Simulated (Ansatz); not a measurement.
This script for energies of removing a hydrogen of C2H6SSi, SMILES C[SiH]1CS1 with the Ansatz DFT code, driven from Python holds a mistake.

The script, `c2h6ssi_bde.py`:
```python
'''X-H bond energies of C2H6SSi without relaxation.'''

from dataclasses import dataclass

import ansatz as az


@dataclass(frozen=True)
class Settings:
    basis_set: str = '6-31G*'
    xc: str = 'B3LYP'


cfg = Settings()


def energy(molecule, charge=0, unpaired=0):
    calc = molecule.calculation().basis(gaussian=cfg.basis_set).functional(cfg.xc)
    if charge:
        calc = calc.charge(charge)
    if unpaired:
        calc = calc.spin('collinear', total=unpaired)
    report = calc.run(threads=1).report
    if report['published_state_doubts']:
        print('  doubts:', report['published_state_doubts'])
    return report['energy']

def without(molecule, index):
    rest = az.Crystal.molecule()
    for i, site in enumerate(molecule.cartesian_sites):
        if i != index:
            rest = rest.atom(site.symbol, site.position_ang)
    return rest


def main() -> None:
    geometry_ang = [
        ('C', (-0.8024, 1.2374, 0.1042)),
        ('Si', (0.4413, 0.1333, -0.4822)),
        ('C', (0.7666, -1.3869, 0.4033)),
        ('S', (-0.3865, -1.8424, -0.6266)),
        ('H', (-1.7302, 1.2529, -0.5745)),
        ('H', (-1.188, 1.0602, 1.1052)),
        ('H', (-0.463, 2.3179, 0.1119)),
        ('H', (1.1084, 0.4045, -1.8092)),
        ('H', (1.7673, -1.8323, 0.2705)),
        ('H', (0.5696, -1.3957, 1.5004)),
    ]
    system = az.Crystal.molecule()
    for symbol, xyz in geometry_ang:
        system = system.atom(symbol, xyz)

    whole = energy(system, 0)
    hydrogen = energy(az.Crystal.molecule().atom('H', (0, 0, 0)), 0, 1)
    print(f'E(molecule) = {whole:.5f} eV, E(H) = {hydrogen:.5f} eV')
    for index in [6, 7, 9]:
        radical = energy(without(system, index), 0, 1)
        print(f'H{index}: homolysis {23.060548 * (radical + hydrogen - whole):.1f} kcal/mol')


if __name__ == '__main__':
    main()
```

```console
$ python c2h6ssi_bde.py
Traceback (most recent call last):
  File "c2h6ssi_bde.py", line 62, in <module>
    main()
    ~~~~^^
  File "c2h6ssi_bde.py", line 53, in main
    whole = energy(system, 0)
  File "c2h6ssi_bde.py", line 26, in energy
    return report['energy']
           ~~~~~~^^^^^^^^^^
KeyError: 'energy'
```

Why does it end like this?

The fault: the report has no such key (the free energy stands under free_energy_ev). Mended:

```diff
--- before
+++ after
@@ -25,3 +25,3 @@
         print('  doubts:', report['published_state_doubts'])
-    return report['energy']
+    return report['free_energy_ev']
```

The mended script runs so:

```console
$ python c2h6ssi_bde.py
E(molecule) = -20883.85833 eV, E(H) = -13.61312 eV
H6: homolysis 108.4 kcal/mol
H7: homolysis 90.4 kcal/mol
H9: homolysis 94.5 kcal/mol
```

Total energies depend on the basis set; only differences at equal settings carry meaning. The geometry is a force-field or estimated start, not a minimum of this method, and the basis set is short of its limit. All parts are taken at fixed geometry, without zero-point energy. b3lyp holds the VWN-RPA fit, as in Gaussian; the form of ORCA and Turbomole is b3lyp5. Wall time of the script: 17 s on 1 thread of Arm Neoverse V2, with other jobs on the host, peak memory 0.26 GiB.
